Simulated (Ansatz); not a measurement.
**Ga4AsP3: the band gap up the ladder of functionals**

One table from this session's results is given with a row withheld; the runs are named, their logs left out.

The runs shown are made with Ansatz 0.2.0. PAW datasets, plane waves. Spin-unpolarised throughout. Whether this structure exists isn't addressed.

### The cell

The cell was relaxed beforehand with r2SCAN.

Space group P-4m2 (No. 115), tetragonal; a = 3.894 Å, c = 10.999 Å in the conventional setting, 20.85 Å³ an atom. Near P stand 4 Ga at 2.37 Å; near Ga stand 4 P at 2.37 Å; near Ga stand 2 P at 2.37 Å and 2 As at 2.43 Å; near As stand 4 Ga at 2.43 Å.

Coordinates:

Space group P-4m2 (No. 115). a = 3.894 Å, b = 3.894 Å, c = 10.999 Å, α = 90.00°, β = 90.00°, γ = 90.00°
```
atom  site  symmetry       x       y       z
   P    2e      2mm.  0.0000  0.0000  0.2457
  Ga    2g      2mm.  0.0000  0.5000  0.1228
   P    1b      -4m2  0.5000  0.5000  0.0000
  Ga    2g      2mm.  0.0000  0.5000  0.6316
  As    1c      -4m2  0.5000  0.5000  0.5000
```

The first run:

Input file input.yaml:

```yaml
crystal:
  lattice:
    - [3.8939028371, 0.0, 0.0]
    - [0.0, 3.8939028371, 0.0]
    - [0.0, 0.0, 10.9986681304]
  atoms:
    - { symbol: P, position: [0.0, 0.0, 0.2457075641] }
    - { symbol: Ga, position: [0.0, 0.5, 0.1227669783] }
    - { symbol: P, position: [0.5, 0.5, 0.0] }
    - { symbol: Ga, position: [0.5, 0.0, 0.8772330217] }
    - { symbol: P, position: [0.0, 0.0, 0.7542924359] }
    - { symbol: Ga, position: [0.0, 0.5, 0.631573043] }
    - { symbol: As, position: [0.5, 0.5, 0.5] }
    - { symbol: Ga, position: [0.5, 0.0, 0.368426957] }
kpoints:
  mp_grid: { grid: [6, 6, 2] }
  band_path:
    path:
      - [[0.0, 0.0, 0.0], [0.0, 0.5, 0.0], [0.5, 0.5, -9.585967665013e-33], [0.0, 0.0, 0.0], [3.819290858395e-51, 0.0, 0.5], [3.819290858395e-51, 0.5, 0.5], [0.5, 0.5, 0.5], [3.819290858395e-51, 0.0, 0.5]]
      - [[0.0, 0.5, 0.0], [3.819290858395e-51, 0.5, 0.5]]
      - [[0.5, 0.5, -9.585967665013e-33], [0.5, 0.5, 0.5]]
    npoints: 10
hamiltonian:
  xc: pbe
scf:
  occupations: { method: fermi_dirac, width: 0.02 }
  n_extra_bands: 6
output:
  forces: true
  stress: true
  eigenvalues: true
```

On the command line:

```bash
$ ansatz run input.yaml --threads 4 --pin off --max-ram 6451MiB --backend cpu --events-out ev --progress --plain --runs-dir out
```

Among the steps run: PBE bands along the symmetry lines; r2SCAN at the same geometry; Single point with HSE06; PBE+SOC at the same geometry; PBE0.

One of the session's tables, all rows but one given; the rest of the session is left out.

| level | gap (eV) |
| --- | --- |
| PBE | 1.42 |
| r2SCAN | 1.71 |
| HSE06 | 2.08 |
| PBE+SOC | 1.37 |
| PBE0 | ? |

Estimate the missing values for PBE0.

**Answer.** gap (eV): 2.74. In the column «gap (eV)» it is the highest.

Meshes: PBE 6×6×2, r2SCAN 6×6×2, HSE06 4×4×2, PBE+SOC 6×6×2, PBE0 4×4×2

PBE+SOC gives the least gap, 1.37 eV, and PBE0 the largest, 2.74 eV. Against HSE06, PBE is short by 0.66 eV, at 68 % of it, and r2SCAN 82 %. PBE0 lies 0.66 eV above HSE06, which differs from it by screening the long-range exchange. The levels disagree on whether the gap is direct.

Caveats from the session: Warnings in the runs' records: stress scf threshold loose, stress exchange threshold loose.
